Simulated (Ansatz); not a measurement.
**Ti (Im-3m): convergence test of the k-point mesh, by script**

How fine a k-point mesh does Ti (Im-3m) need? Aim: a convergence test of the k-point mesh, for Ti (Im-3m), run from a script.

This is Ti in the bcc structure; at room conditions it is hcp.

All numbers are computed with Ansatz 0.2.0, driven from Python. Level of theory: DFT PBEsol, plane waves, PAW.

### 1 Starting point

Symmetry: Im-3m, No. 229, cubic system. The conventional cell has a = 3.282 Å, b = 3.282 Å, c = 3.282 Å, α = 90.00°, β = 90.00°, γ = 90.00°. Around Ti (site symmetry m-3m) lie 8 Ti at 2.84 Å.

The script reads ti.cif:

```cif
data_Ti
_cell_length_a 2.842295
_cell_length_b 2.842295
_cell_length_c 2.842295
_cell_angle_alpha 109.47122
_cell_angle_beta 109.47122
_cell_angle_gamma 109.47122
_symmetry_space_group_name_H-M 'P 1'
_symmetry_Int_Tables_number 1
loop_
_symmetry_equiv_pos_as_xyz
'x, y, z'
loop_
_atom_site_label
_atom_site_type_symbol
_atom_site_fract_x
_atom_site_fract_y
_atom_site_fract_z
Ti1 Ti    0.000000    0.000000    0.000000
```

### 2 The code

The input, ti_kconv.py:

```python
import ansatz as az
from ase.io import read


def main() -> None:
    atoms = read("ti.cif")
    crystal = az.Crystal.from_ase(atoms)

    calc = (
        crystal.calculation()
        .functional(az.Functional.PBESOL)
        .basis(450)
        .occupations("Methfessel-Paxton", width=0.1)
        .scf(tolerance=1e-10)
    )

    rows = []
    for value in [(3, 3, 3), (4, 4, 4), (6, 6, 6), (8, 8, 8), (10, 10, 10), (12, 12, 12)]:
        data = calc.kpoints(*value).run(threads=1).report
        rows.append((value, data["free_energy_ev"] / len(data["lattice"]["sites"]), data["n_iterations"], data["n_kpoints"]))

    print("        mesh   F/atom (eV)    iterations      k-points")
    for row in rows:
        print(f"{str(row[0]):>12s}  {row[1]:12.5f}  {row[2]:12d}  {row[3]:12d}")

    for row in rows[:-1]:
        shift = 1000 * (row[1] - rows[-1][1])
        print(f"{row[0]}: {shift:+.2f} meV/atom" + ("  (within 5 meV)" if abs(shift) < 5 else ""))


if __name__ == "__main__":
    main()
```

### 3 What the engine is handed

The engine receives this input (first run):

```yaml
crystal:
  lattice:
    - [2.842295, 0.0, 0.0]
    - [-0.9474316369913395, 2.679741435335303, 0.0]
    - [-0.9474316369913395, -1.339870654716777, 2.3207241949188506]
  atoms:
    - { symbol: Ti, position: [0.0, 0.0, 0.0] }
basis:
  ecutwfc: 450.0
kpoints:
  mp_grid:
    grid: [3, 3, 3]
hamiltonian:
  xc: pbesol
scf:
  convergence:
    dr2_threshold: 1.0e-10
  occupations:
    method: methfessel_paxton
    width: 0.1
```

### 4 Launch

Launch:

```sh
python ti_kconv.py
```

Standard output:

```text
        mesh   F/atom (eV)    iterations      k-points
   (3, 3, 3)   -2473.78478             6             4
   (4, 4, 4)   -2473.81961             6             8
   (6, 6, 6)   -2473.74514             6            16
   (8, 8, 8)   -2473.76903             7            29
(10, 10, 10)   -2473.76897             6            47
(12, 12, 12)   -2473.76730             7            72
(3, 3, 3): -17.49 meV/atom
(4, 4, 4): -52.32 meV/atom
(6, 6, 6): +22.15 meV/atom
(8, 8, 8): -1.74 meV/atom  (within 5 meV)
(10, 10, 10): -1.67 meV/atom  (within 5 meV)
```

Wall time 4.1 s (1 thread of Arm Neoverse V1, shared host); peak memory 0.38 GiB.

### 5 What changed from run to run

The engine's inputs for some of the other runs:

Run 2, against run 1:

```diff
@@ -12 +12 @@
-    grid: [3, 3, 3]
+    grid: [4, 4, 4]
```

Run 4, against run 1:

```diff
@@ -12 +12 @@
-    grid: [3, 3, 3]
+    grid: [8, 8, 8]
```

Run 5, against run 1:

```diff
@@ -12 +12 @@
-    grid: [3, 3, 3]
+    grid: [10, 10, 10]
```

### 6 The engine's runs

The 6 runs, in the order started:

| run | k mesh | energy from run 6 (meV/atom) | SCF cycles | CPU time (s) |
| --- | --- | --- | --- | --- |
| 1 | [3, 3, 3] | -17.49 | 6 | 0.25 |
| 2 | [4, 4, 4] | -52.32 | 6 | 0.21 |
| 3 | [6, 6, 6] | 22.15 | 6 | 0.28 |
| 4 | [8, 8, 8] | -1.74 | 7 | 0.45 |
| 5 | [10, 10, 10] | -1.67 | 6 | 0.6 |
| 6 | [12, 12, 12] | 0.00 | 7 | 0.88 |

Energies are free energies F = E - TS of the smeared occupations. 

### 7 What came out

| quantity | value |
| --- | --- |
| runs compared | 6 |
| last run but one, from the last | -1.67 meV/atom |
| within 5 meV/atom of the last run from | [8, 8, 8] |

What this shows: From 8×8×8 on it stays within 5 meV an atom of the value at 12×12×12; the first row (3×3×3) is off by 17.5 meV and the last but one by 1.67 meV. It goes up and down, since the sum over k-points isn't variational. The run is spin-unpolarised. This isn't the structure that Ti takes at ambient conditions. Shifts are counted from the finest mesh, which is itself no proven limit.
